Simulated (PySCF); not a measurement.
# [CuH2]− (SMILES [H][Cu-][H]) at 3 levels

Wanted: a comparison of 3 runs (HF/pc-1, HF-D4/LANL08, HF/ADZP) of [CuH2]−. 

The calculation is run with PySCF 2.14.0.

9 further runs of the same task are left out: 2 that didn't finish, 7 set aside as unsound or not needed.

## Step 1: The system as given

[CuH2]− has 3 atoms, charge -1, and is taken as a singlet. SMILES: `[H][Cu-][H]`. The shape comes from GFN2-xTB, which is rough for such elements, and wasn't checked as a minimum.

Bond lengths: Cu1–H2 1.553 Å, Cu1–H3 1.553 Å. Angles: H2–Cu1–H3 180.0°.

## Step 2: A single-point energy at HF/pc-1 (run 1)

Contents of job.py:

```python
# [CuH2]-
from pyscf import gto

mol = gto.M(
    atom='''
Cu     0.000302     0.000170     0.000019
H     -0.033202    -0.040969     2.934102
H      0.032900     0.040799    -2.934121
''',
    verbose=4,
    unit='bohr',
    charge=-1,
    max_memory=1860,
    basis='pc-1',
)

calc0 = mol.RHF()
calc0.kernel()
if not calc0.converged:
    calc0 = calc0.newton().run(calc0.mo_coeff, calc0.mo_occ)

energy = calc0.e_tot
print('Final energy', energy)
dip = calc0.dip_moment()
pop, q = calc0.mulliken_pop()
```

Command:

```
$ OMP_NUM_THREADS=1 python job.py
```

The log of the run:

```text
PySCF version 2.14.0

[... 55 lines left out ...]
converged SCF energy = -1639.93787857737
Final energy -1639.9378785773713
[... 1 line left out ...]
WARN: System has nonzero charge -1; the dipole moment is origin-dependent.
[... 2 lines left out ...]
Dipole moment(X, Y, Z, Debye):  0.00051,  0.00029,  0.00005
[... 45 lines left out ...]
charge of    2H =     -0.55455
```

Run time: 0.64 s. Hardware: 1 thread of Arm Neoverse V2, shared host; peak memory 0.12 GiB.

## Step 3: Energy and forces at HF-D4/LANL08 (density fitting, core potential) (run 2)

Contents of run.py:

```python
import pyscf.grad
from pyscf import gto

mol = gto.Mole()
mol.atom = '''
Cu   0.000160   0.000090   0.000010
H   -0.017570  -0.021680   1.552660
H    0.017410   0.021590  -1.552670
'''
mol.symmetry = True
mol.charge = -1
mol.basis = {'default': 'lanl08', 'H': '6-311g**'}
mol.max_memory = 1860
mol.ecp = {'Cu': 'lanl08'}
mol.verbose = 4
mol.build()

mf = mol.RHF()
mf = mf.density_fit()
mf.disp = 'd4'
mf.max_cycle = 100
mf = mf.newton()
mf.kernel()

energy = mf.e_tot
print('Final energy', energy)
grad = mf.Gradients().kernel()
dip = mf.dip_moment()
pop, q = mf.mulliken_pop()
```

Command:

```
$ OMP_NUM_THREADS=1 python run.py
```

The log of the run:

```text
PySCF version 2.14.0

[... 74 lines left out ...]
WARN: Even tempered Gaussians are generated as DF auxbasis for  Cu
[... 10 lines left out ...]
converged SCF energy = -196.130225109767
Final energy -196.1302251097666
[... 12 lines left out ...]
WARN: System has nonzero charge -1; the dipole moment is origin-dependent.
[... 2 lines left out ...]
Dipole moment(X, Y, Z, Debye):  0.00042,  0.00024,  0.00004
[... 61 lines left out ...]
charge of    2H =     -0.34735
```

It took 1.1 s on 1 thread of Arm Neoverse V2, shared host; peak memory 0.15 GiB.

## Step 4: The charge distribution at HF/ADZP (run 3)

Contents of run.py:

```python
# [CuH2]-
import numpy
from pyscf import gto, scf, lo

mol = gto.M(
    atom='''
Cu     0.000160     0.000090     0.000010
H     -0.017570    -0.021680     1.552660
H      0.017410     0.021590    -1.552670
''',
    charge=-1,
    max_memory=1860,
    spin=0,
    verbose=4,
    basis='adzp',
)

mf = mol.RHF()
mf.kernel()

e_final = mf.e_tot
print('E(%s) = %.9f' % ('HF', e_final))
mf.analyze()
quad = mf.quad_moment()
occ = mf.mo_coeff[:, mf.mo_occ > 0]
iaos = lo.vec_lowdin(lo.iao.iao(mol, occ), mf.get_ovlp())
c = iaos.T @ mf.get_ovlp() @ occ
pop_iao, q_iao = scf.hf.mulliken_pop(lo.iao.reference_mol(mol), (c * mf.mo_occ[mf.mo_occ > 0]) @ c.T, numpy.eye(c.shape[0]), verbose=0)
print('IAO charges', numpy.round(q_iao, 4))
```

Command:

```
$ OMP_NUM_THREADS=1 python run.py
```

The log of the run:

```text
PySCF version 2.14.0

[... 69 lines left out ...]
MO #2   energy= -40.6172564151234  occ= 2
[... 14 lines left out ...]
MO #17  energy= 0.115492310154424  occ= 0
[... 14 lines left out ...]
MO #32  energy= 0.719837372086911  occ= 0
[... 14 lines left out ...]
MO #47  energy= 2.17591012338039   occ= 0
[... 14 lines left out ...]
MO #62  energy= 8.42107164672968   occ= 0
[... 14 lines left out ...]
MO #77  energy= 6514.03585703929   occ= 0
[... 84 lines left out ...]
WARN: System has nonzero charge -1; the dipole moment is origin-dependent.
Location of origin: [0. 0. 0.]

Dipole moment(X, Y, Z, Debye):  0.00044,  0.00025,  0.00004
Traceless quadrupole moment (Debye*A):

IAO charges [ 0.1931 -0.5966 -0.5966]
```

Wall time 1 s (1 thread of Arm Neoverse V2, shared host); peak memory 0.15 GiB.

Atomic charges (e):

| atom | Mulliken | IAO |
| --- | --- | --- |
| Cu1 | +0.083 | +0.193 |
| H2 | -0.541 | -0.597 |
| H3 | -0.541 | -0.597 |

## Step 5: Overview of the runs

| run | level | task | integral approximation | energy (Eh) | HOMO energy (eV) | LUMO energy (eV) | HOMO–LUMO gap (eV) | wall time |
| --- | --- | --- | --- | --- | --- | --- | --- | --- |
| 1 | HF/pc-1 | energy | none | -1639.937879 | -3.14 | 10.38 | 13.52 | 0.64 s |
| 2 | HF-D4/LANL08 (density fitting, core potential) | gradient | auto | -196.130225 | -3.50 | 5.03 | 8.52 | 1.1 s |
| 3 | HF/ADZP | properties | none | -1639.983357 | -3.59 | 3.14 | 6.73 | 1 s |

## Step 6: What came out

| quantity | value |
| --- | --- |
| run 3: total energy | -1639.98336 Eh |
| run 3: HOMO energy | -3.59 eV |
| run 3: LUMO energy | 3.14 eV |
| run 3: HOMO–LUMO gap (to an unbound level, set by the basis) | 6.73 eV |

What this shows: The HOMO–LUMO gap runs from 6.73 eV (HF/ADZP) to 13.52 eV (HF/pc-1). The empty levels of an anion lie above zero and hang on the basis. Some runs of one species differ in core potentials or relativity; totals across that change don't compare. All runs together took 2.7 s, the longest 1.1 s.
